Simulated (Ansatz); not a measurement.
# CH4AsO: the cost of one run

Method: RKS PBE0-D4/def2-TZVPD; program: Ansatz 0.2.0.

**1. The system as given**

SMILES `[CH2-]O[AsH2]`, 7 atoms, charge -1, spin multiplicity 1.

Atoms are counted from 1 here; the program's logs count them from 0.

Bond lengths: C1–O2 1.492 Å, C1–H4 1.125 Å, C1–H5 1.130 Å, O2–As3 1.784 Å, As3–H6 1.581 Å, As3–H7 1.593 Å. Angles: O2–C1–H4 102.5°, O2–C1–H5 106.0°, H4–C1–H5 103.9°, C1–O2–As3 113.6°, O2–As3–H6 100.1°, O2–As3–H7 93.5°, H6–As3–H7 87.1°.

Coordinates:

| atom | x (Å) | y (Å) | z (Å) |
| --- | --- | --- | --- |
| C1 | -0.7854 | 0.1194 | -0.8368 |
| O2 | -0.8230 | -0.3617 | 0.5754 |
| As3 | 0.7863 | -0.7406 | 1.2446 |
| H4 | -1.8509 | 0.4311 | -1.0166 |
| H5 | -0.2161 | 1.0948 | -0.8183 |
| H6 | 1.5134 | 0.6448 | 1.0176 |
| H7 | 1.3756 | -1.1877 | -0.1659 |

This geometry comes from a loose relaxation at PBE in a small basis, which is not shown.

**3. Setting up the map**

First coordinate, dihedral H4–C1–O2–As3: 9 values from −180 to 140 °, periodic. Second coordinate, dihedral C1–O2–As3–H6: 9 values from −180 to 140 °, periodic.

Nothing else is relaxed (all other coordinates rigid). Energies count from the relaxed molecule at the same level. Points are written as (first, second).

(The set-up runs are not shown.)

**4. Grid point (−180°, 60°)**

input.yaml

```yaml
crystal:
  periodic: [false, false, false]
  atoms:
    - { symbol: C, position_ang: [-0.779352, 0.152751, -0.839202] }
    - { symbol: O, position_ang: [-0.794173, -0.337233, 0.567163] }
    - { symbol: As, position_ang: [0.761225, -0.810202, 1.180054] }
    - { symbol: H, position_ang: [-1.84586, 0.393241, -1.020082] }
    - { symbol: H, position_ang: [-0.271377, 1.14385, -0.801477] }
    - { symbol: H, position_ang: [1.542895, 0.528601, 1.043141] }
    - { symbol: H, position_ang: [1.374817, -1.270215, -0.172781] }
total_charge: -1
basis:
  gaussian: { orbitals: def2-TZVPD }
hamiltonian:
  xc: pbe0
  dispersion: d4
output:
  forces: true
```

Started as:

```
$ ansatz run input.yaml --threads 1 --pin off --max-ram 2560MiB --backend cpu --events-out ev --progress --plain --runs-dir out
```

What time and memory should one allow on 1 thread of Arm Neoverse V2, shared host?

About 5.6 s, with a peak of 0.32 GiB.
